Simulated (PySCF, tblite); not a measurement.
# C4H8B2: geometry, infrared bands and NMR shifts

Aim: predict the infrared bands and NMR shifts of C4H8B2 (`B/C=C\C(B)=C`).

Computed with tblite 0.8.0 and PySCF 2.14.0, with density-fitted response routines of our own, on a single molecule in the gas phase. Atoms count from 0, in the outputs and in this text.

## Step 1: The molecule as given

14 atoms, charge 0, multiplicity 1; geometry from: force field or distance geometry start.

Bonds of the start (Å): B0–C1 1.59, C1–C2 1.32, C2–C3 1.48, C3–B4 1.59, C3–C5 1.33, B0–H6 1.18, B0–H7 1.17, C1–H8 1.08, C2–H9 1.09, B4–H10 1.18, B4–H11 1.18, C5–H12 1.07, C5–H13 1.08.

## Step 2: Relaxing the molecule with GFN2-xTB

The job: settings as JSON, then the geometry in Å.

```
{"job": {"kind": "relax", "xc": "GFN2-xTB", "basis": "xTB"}, "charge": 0, "multiplicity": 1}
B      1.915500    -1.073600     0.196500
C      0.806200    -1.174100    -0.932800
C     -0.286700    -0.429500    -1.001600
C     -0.734800     0.572500    -0.005400
B     -0.927200     0.150300     1.517500
C     -1.098100     1.785900    -0.397200
H      1.869300    -0.223300     1.017800
H      2.859000    -1.771900     0.156900
H      1.015400    -1.886300    -1.719400
H     -0.904900    -0.522900    -1.894800
H     -0.710200    -0.957900     1.855200
H     -1.323300     0.931300     2.305600
H     -1.019400     2.076700    -1.425800
H     -1.461200     2.522300     0.305400
```

The run is started by

```
$ OMP_NUM_THREADS=1 python probes_run.py task.json out
```

This one command runs all jobs of the session in turn.

**Question.** This job is followed by: GFN2-xTB harmonic vibrations, gas phase; GIAO PBE0/pcSseg-1 NMR shielding, non-relativistic, gas phase. Predict these results of the whole session: strongest single infrared mode (GFN2-xTB); zero-point energy (GFN2-xTB); 13C shifts against TMS (PBE0/pcSseg-1); 1H shifts against TMS (PBE0/pcSseg-1, means over atoms taken as alike); 11B shifts against BF3·OEt2 (PBE0/pcSseg-1).

As calculated:

| quantity | value |
| --- | --- |
| strongest single infrared mode (GFN2-xTB) | 1548 cm⁻¹, 229 km/mol |
| zero-point energy (GFN2-xTB) | 65.7 kcal/mol |
| 13C shifts against TMS (PBE0/pcSseg-1) | 192.0, 165.9, 140.8, 138.4 ppm |
| 1H shifts against TMS (PBE0/pcSseg-1, means over atoms taken as alike) | 8.07, 7.17, 6.30, 5.94, 5.31, 3.69 ppm |
| 11B shifts against BF3·OEt2 (PBE0/pcSseg-1) | 64.5, 24.4 ppm |

**Reading.** Relaxing lowered the energy by 0.319 eV in 117 steps; the close pair that moved most is B0–C1, from 1.586 to 1.509 Å. No mode is imaginary among the 36: a minimum at this level. The strongest single mode, at 1548 cm⁻¹, moves mainly C2 and C1. GFN2-xTB is a fitted tight-binding method: band positions and strengths are rough. Its intensities can rank the bands wrongly.
